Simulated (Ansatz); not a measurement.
# C₃H₈GeO₂: how energies converge with the basis set

The task here is to estimate one member of a computed series from the others.

Method: one geometry, several basis sets; program: Ansatz 0.2.0, Gaussian basis.

Plan: PBE0-D4/def2-SVP; ωB97M-V/def2-SVP; PBE0-D4/def2-QZVPP; ωB97M-V/def2-QZVPP; the functionals' def2-TZVPP values are taken from earlier runs.

### The relaxed structure

The geometry comes from an earlier relaxation with PBE0-D4 in a triple-zeta def2 set; it is a stationary point, not always the lowest conformer.

SMILES `CC(C)[O][Ge][OH]`, 14 atoms, charge 0, spin multiplicity 1.

Atoms are counted from 1 here; the program's logs count them from 0.

Bond lengths: C1–C2 1.517 Å, C1–H7 1.093 Å, C1–H8 1.093 Å, C1–H9 1.093 Å, C2–C3 1.515 Å, C2–O4 1.415 Å, C2–H10 1.102 Å, C3–H11 1.093 Å, C3–H12 1.093 Å, C3–H13 1.091 Å, O4–Ge5 1.788 Å, Ge5–O6 1.791 Å, O6–H14 0.962 Å. Angles: C2–C1–H7 111.1°, C2–C1–H8 109.8°, C2–C1–H9 110.9°, H7–C1–H8 108.1°, H7–C1–H9 108.3°, H8–C1–H9 108.5°, C1–C2–C3 112.2°, C1–C2–O4 110.0°, C1–C2–H10 108.8°, C3–C2–O4 108.2°, C3–C2–H10 107.8°, O4–C2–H10 109.9°, C2–C3–H11 110.8°, C2–C3–H12 110.0°, C2–C3–H13 110.5°, H11–C3–H12 108.6°, H11–C3–H13 108.6°, H12–C3–H13 108.3° and more.

The first run:

File in.yaml:

```yaml
crystal:
  periodic: [false, false, false]
  atoms:
    - {symbol: C, position_ang: [-0.082500, -1.316549, 0.316804]}
    - {symbol: C, position_ang: [0.198497, 0.109707, -0.118511]}
    - {symbol: C, position_ang: [1.371706, 0.196140, -1.072714]}
    - {symbol: O, position_ang: [-0.937100, 0.650667, -0.765523]}
    - {symbol: Ge, position_ang: [-2.353094, 1.492843, -0.071496]}
    - {symbol: O, position_ang: [-1.997996, 1.469364, 1.683940]}
    - {symbol: H, position_ang: [-0.922401, -1.356763, 1.014687]}
    - {symbol: H, position_ang: [-0.334496, -1.927011, -0.553544]}
    - {symbol: H, position_ang: [0.790893, -1.754111, 0.806579]}
    - {symbol: H, position_ang: [0.444275, 0.711236, 0.772036]}
    - {symbol: H, position_ang: [2.281817, -0.187626, -0.605327]}
    - {symbol: H, position_ang: [1.166108, -0.391253, -1.970651]}
    - {symbol: H, position_ang: [1.544433, 1.230906, -1.372911]}
    - {symbol: H, position_ang: [-1.183144, 1.043248, 1.965432]}
basis:
  gaussian: {orbitals: def2-SVP}
hamiltonian: {xc: pbe0, dispersion: d4}
output: {orbitals: {seedname: orbitals}}
```

Run with:

```
$ ansatz run in.yaml --threads 4 --pin off --events-out ev --progress --plain --max-ram 11315MiB
```

Among the steps run: PBE0-D4 in def2-SVP; ωB97M-V in def2-SVP; PBE0-D4 in def2-QZVPP; ωB97M-V in def2-QZVPP.

One of the session's tables, all rows but one given; the rest of the session is left out.

It belongs to the step «Functionals by basis». 

| functional | basis | HOMO (eV) |
| --- | --- | --- |
| PBE0-D4 | def2-SVP | -7.64 |
| PBE0-D4 | def2-TZVPP | -7.72 |
| PBE0-D4 | def2-QZVPP | -7.76 |
| ωB97M-V | def2-SVP | -9.87 |
| ωB97M-V | def2-TZVPP | ? |
| ωB97M-V | def2-QZVPP | -10.02 |

**Question.** Estimate the row for ωB97M-V, def2-TZVPP.

As computed: HOMO (eV): -9.96. In the column «HOMO (eV)» it lies between ωB97M-V, def2-QZVPP (-10.02) and ωB97M-V, def2-SVP (-9.87).
